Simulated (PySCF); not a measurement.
# C4H3BrS (2-Bromothiophene): the cost of one run

Computed with PySCF 2.14.0 and routines of our own; the level stands in each step. Atoms count from 0.

### 1 The system as given

9 atoms, charge 0, multiplicity 1; geometry from: GFN2-xTB.

### 2 Geometry optimisation at PBE0-D3(BJ)/def2-SVP

Job settings and geometry (Å):

```
{"job": {"xc": "PBE0", "basis": "def2-SVP", "d3": "d3bj", "grid": 1, "maxiter": 30, "shake": 0.01, "kind": "geom"}, "charge": 0, "multiplicity": 1}
Br     3.114250     0.375400     0.060950
C      1.211810     0.292410     0.030160
C      0.446120    -0.833330    -0.081850
C     -0.882960    -0.538460    -0.061360
C     -1.180030     0.778960     0.047410
S      0.251600     1.736000     0.149850
H      0.891590    -1.820110    -0.157590
H     -1.663330    -1.288920    -0.135000
H     -2.131240     1.280900     0.113700
```

Launch:

```bash
$ OMP_NUM_THREADS=1 python heavy_run.py task.json out
```

One launch serves the whole session: the jobs run in the order shown.

Q: Estimate the wall time and peak memory of this first job on 1 thread of Intel Xeon Platinum 8259CL at 2.50GHz, shared host.

About 61 s, with a peak of 0.51 GiB.
